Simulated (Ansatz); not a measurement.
This script drives Ansatz's Python interface.

`transition.py`:
```python
import warnings

import ansatz as az
import numpy as np


def bcc(A, a):
    return az.Crystal.bcc(A, a=a)


def fcc(a_site, a):
    return (
        az.Lattice.fcc(a)
        .space_group(225)
        .atom(a_site, (0, 0, 0))
        .primitive()
    )


def run_phase(name, crystal, pressure=0.0):
    calc = (
        crystal.calculation()
        .functional("lda")
        .scf(tolerance=1e-09)
        .basis(500)
        .kpoints(spacing=0.15)
        .occupations("cold", width=0.05)
    )
    calc = calc.relax(force_tolerance=0.03, cell=True, pressure=pressure)
    return calc.run(threads=1)


def volume_per_atom(outcome):
    return abs(np.linalg.det(outcome.lattice.cell_ang)) / len(outcome.lattice.sites)

warnings.simplefilter("ignore", az.DeckWarning)

phases = {}
phases["bcc"] = bcc("Ti", 3.28)
phases["fcc"] = fcc("Ti", 4.13)

pressures = [0, 10, 20, 30]
enthalpy, volume = {name: [] for name in phases}, {name: [] for name in phases}
for p in pressures:
    for name, crystal in phases.items():
        o = run_phase(name, crystal, pressure=p)
        volume[name].append(volume_per_atom(o))
        enthalpy[name].append(o.report["energy_sigma0_ev"] / len(o.lattice.sites) + p * volume[name][-1] / 160.21766)
gap = np.array(enthalpy["fcc"]) - np.array(enthalpy["bcc"])
rows = [(p, va, vb, 1000 * d) for p, va, vb, d in zip(pressures, volume["bcc"], volume["fcc"], gap)]
print("   P (GPa)  V bcc (A^3/atom)  V fcc (A^3/atom)  H(fcc) - H(bcc) (meV/atom)")
for row in rows:
    print(f"{row[0]:10d}  {row[1]:16.3f}  {row[2]:16.3f}  {row[3]:+26.1f}")
crossings = [p0 - g0 * (p1 - p0) / (g1 - g0) for p0, p1, g0, g1 in zip(pressures, pressures[1:], gap, gap[1:]) if g0 * g1 < 0]
print("crossing near", [round(float(p), 1) for p in crossings], "GPa") if crossings else print("no crossing in this range")
```

It is started by `python transition.py`. How long does it take on 1 thread of Arm Neoverse V1, on a shared host, and how much memory does it need?

It took about 110 s, with a peak of 0.42 GiB, for 8 runs of the engine.

```console
$ python transition.py
   P (GPa)  V bcc (A^3/atom)  V fcc (A^3/atom)  H(fcc) - H(bcc) (meV/atom)
         0            15.839            16.005                       -37.0
        10            14.730            14.877                       -27.5
        20            13.865            14.030                       -17.8
        30            13.121            13.352                        -5.9
no crossing in this range
```

At a fixed pressure a relaxation lowers the enthalpy F + PV, while F alone can rise. The program warned that this SCF threshold is loose for forces or stresses. Only these two structures are compared, at zero temperature and with their symmetry kept; either may be hypothetical, and another phase may be lower than both. Differences under 10 to 15 meV an atom lie within the error of mesh and functional. The cells are prototypes set up for this calculation and needn't exist. The script silences the warnings on its input, which a real study should read.
